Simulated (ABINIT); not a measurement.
MoN2 in ABINIT: the effect of functional

MoN2:

```
Mo N
1.0
     4.34805    0.00000    0.00000
     0.00000    4.34805    0.00000
     0.00000    0.00000    2.76746
Mo N
2 4
Direct
  0.00000 0.00000 0.00000
  0.50000 0.50000 0.00000
  0.61165 0.88835 0.50000
  0.38835 0.11165 0.50000
  0.11165 0.61165 0.50000
  0.88835 0.38835 0.50000
```

Measurements of this composition are mostly on another form, of space group No. 160.

Alike in all runs:

* Program: ABINIT 10.8.3 (patched build)
* Task: band structure
* k mesh: 6 × 6 × 10
* Occupations: fermi-dirac, width 0.05 eV
* Spin: no spin polarisation

```tsv
functional	potentials or basis	cutoff	pressure (GPa)	largest force (eV/Å)
PBEsol	PseudoDojo NC SR PBEsol v0.4.1 standard	1143 eV	-13.2	0.23
LDA	JTH PAW LDA v2.0	707 eV	-21.3	0.16
r2SCAN	JTH PAW PBE v2.0	844 eV	?	?
```

Problem. What does the run with functional r2SCAN give?

Solution. Pressure -4.7 GPa; largest force 0.06 eV/Å.

Caveats: the PAW data sets were made with another functional, which shifts forces and pressure a little (some runs).

Runs at the PBE level aren't shown here.
